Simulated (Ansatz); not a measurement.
# Mo: a strain scan

The task, for Mo: strain the cell along the Voigt pattern (1, -1, 0, 0, 0, 0).

Method: DFT PBEsol, scalar-relativistic, plane waves, PAW, in Ansatz 0.2.0.

**1. The structure to begin with**

The structure is hexagonal, space group P6/mmm (No. 191). Conventional cell: a = 2.736 Å, b = 2.736 Å, c = 2.555 Å, α = 90.00°, β = 90.00°, γ = 120.00°. Mo (site symmetry 6/mmm) is surrounded by 8 Mo at 2.56 to 2.74 Å.

Coordinates:

```
Mo
1.0
     2.73551    0.00000    0.00000
    -1.36776    2.36902    0.00000
     0.00000    0.00000    2.55518
Mo
1
Direct
  0.00000 0.00000 0.50000
```

It goes back to an entry of the Materials Project, which need not be the stable form.

The cell is taken as given, not relaxed at this level.

**2. Zero of energy**

The reference gives a free energy of -4896.5591 eV, pressure -3.74 GPa, largest force 0.000 eV/Å and gap on the mesh none (metal). It was computed beforehand with the settings of the runs below.

**3. Next: a strain scan**

The cell is strained by ε times the Voigt pattern (1, -1, 0, 0, 0, 0) (xx, yy, zz, yz, xz, xy; engineering shear), with fractional coordinates fixed (clamped ions). The stress on the pattern is the sum of the stress components weighted by it, tension positive.

**4. Point ε = -0.1000**

input.yaml reads:

```yaml
crystal:
  lattice:
    - [2.4619593575, 0.0, 0.0]
    - [-1.2309796787, 2.6059236459, 0.0]
    - [0.0, 0.0, 2.5551807]
  atoms:
    - { symbol: Mo, position: [0.0, 0.0, 0.5] }
basis:
  ecutwfc: 420
kpoints:
  mp_grid: { grid: [18, 18, 18] }
hamiltonian:
  xc: pbesol
scf:
  occupations: { method: gaussian, width: 0.15 }
output:
  forces: true
  stress: true
  eigenvalues: true
```

Started as:

```bash
> ansatz run input.yaml --threads 1 --pin off --max-ram 2560MiB --backend cpu --events-out ev --progress --plain --runs-dir out
```

**5. Point ε = 0.0750**

input.yaml, as its differences from that of step 4:

```diff
@@ -2,4 +2,4 @@
   lattice:
-    - [2.4619593575, 0.0, 0.0]
-    - [-1.2309796787, 2.6059236459, 0.0]
+    - [2.940673677, 0.0, 0.0]
+    - [-1.4703368385, 2.1913448841, 0.0]
     - [0.0, 0.0, 2.5551807]
```

**6. At ε = -0.0500**

input.yaml, as its differences from that of step 5:

```diff
@@ -2,4 +2,4 @@
   lattice:
-    - [2.940673677, 0.0, 0.0]
-    - [-1.4703368385, 2.1913448841, 0.0]
+    - [2.5987348773, 0.0, 0.0]
+    - [-1.2993674387, 2.4874725711, 0.0]
     - [0.0, 0.0, 2.5551807]
```

**7. ε = 0.0250**

input.yaml, as its differences from that of step 6:

```diff
@@ -2,4 +2,4 @@
   lattice:
-    - [2.5987348773, 0.0, 0.0]
-    - [-1.2993674387, 2.4874725711, 0.0]
+    - [2.8038981571, 0.0, 0.0]
+    - [-1.4019490786, 2.3097959589, 0.0]
     - [0.0, 0.0, 2.5551807]
@@ -19 +19,5 @@
   eigenvalues: true
+  write_density: true
+  write_potential: true
+  elf: true
+  volumetric_format: npy
```

**8. Point ε = 0.1000**

input.yaml reads:

```yaml
crystal:
  lattice:
    - [3.0090614369, 0.0, 0.0]
    - [-1.5045307185, 2.1321193467, 0.0]
    - [0.0, 0.0, 2.5551807]
  atoms:
    - { symbol: Mo, position: [0.0, 0.0, 0.5] }
basis:
  ecutwfc: 420
kpoints:
  mp_grid: { grid: [18, 18, 18] }
hamiltonian:
  xc: pbesol
scf:
  occupations: { method: gaussian, width: 0.15 }
output:
  forces: true
  stress: true
  eigenvalues: true
```

**9. ε = -0.0750**

input.yaml, as its differences from that of step 8:

```diff
@@ -2,4 +2,4 @@
   lattice:
-    - [3.0090614369, 0.0, 0.0]
-    - [-1.5045307185, 2.1321193467, 0.0]
+    - [2.5303471174, 0.0, 0.0]
+    - [-1.2651735587, 2.5466981085, 0.0]
     - [0.0, 0.0, 2.5551807]
@@ -19 +19,5 @@
   eigenvalues: true
+  write_density: true
+  write_potential: true
+  elf: true
+  volumetric_format: npy
```

**10. Point ε = 0.0500**

input.yaml, as its differences from that of step 9:

```diff
@@ -2,4 +2,4 @@
   lattice:
-    - [2.5303471174, 0.0, 0.0]
-    - [-1.2651735587, 2.5466981085, 0.0]
+    - [2.8722859171, 0.0, 0.0]
+    - [-1.4361429585, 2.2505704215, 0.0]
     - [0.0, 0.0, 2.5551807]
```

**11. At ε = -0.0250**

input.yaml reads:

```yaml
crystal:
  lattice:
    - [2.6671226373, 0.0, 0.0]
    - [-1.3335613186, 2.4282470337, 0.0]
    - [0.0, 0.0, 2.5551807]
  atoms:
    - { symbol: Mo, position: [0.0, 0.0, 0.5] }
basis:
  ecutwfc: 420
kpoints:
  mp_grid: { grid: [18, 18, 18] }
hamiltonian:
  xc: pbesol
scf:
  occupations: { method: gaussian, width: 0.15 }
output:
  forces: true
  stress: true
  eigenvalues: true
```

**12. Point ε = 0.0875**

input.yaml, as its differences from that of step 11:

```diff
@@ -2,4 +2,4 @@
   lattice:
-    - [2.6671226373, 0.0, 0.0]
-    - [-1.3335613186, 2.4282470337, 0.0]
+    - [2.974867557, 0.0, 0.0]
+    - [-1.4874337785, 2.1617321154, 0.0]
     - [0.0, 0.0, 2.5551807]
@@ -19 +19,5 @@
   eigenvalues: true
+  write_density: true
+  write_potential: true
+  elf: true
+  volumetric_format: npy
```

(Steps that only read results are left out.)

**Question.** What will these runs give? Wanted: slope of the stress at ε = 0, over ±0.0250.

**Answer**, as computed:

| quantity | value |
| --- | --- |
| slope of the stress at ε = 0, over ±0.0250 | -121 GPa |

In words: The slope of the stress at zero strain, -121 GPa, estimates C11 + C22 − 2 C12 with clamped ions in this Cartesian frame; a negative value means that the cell is unstable against this strain. The reference stands under -3.7 GPa, so this is no zero-stress constant. The energy drops below the reference, by 25.0 meV/atom at ε = 0.0750; the cell was taken as given and not relaxed at this level.
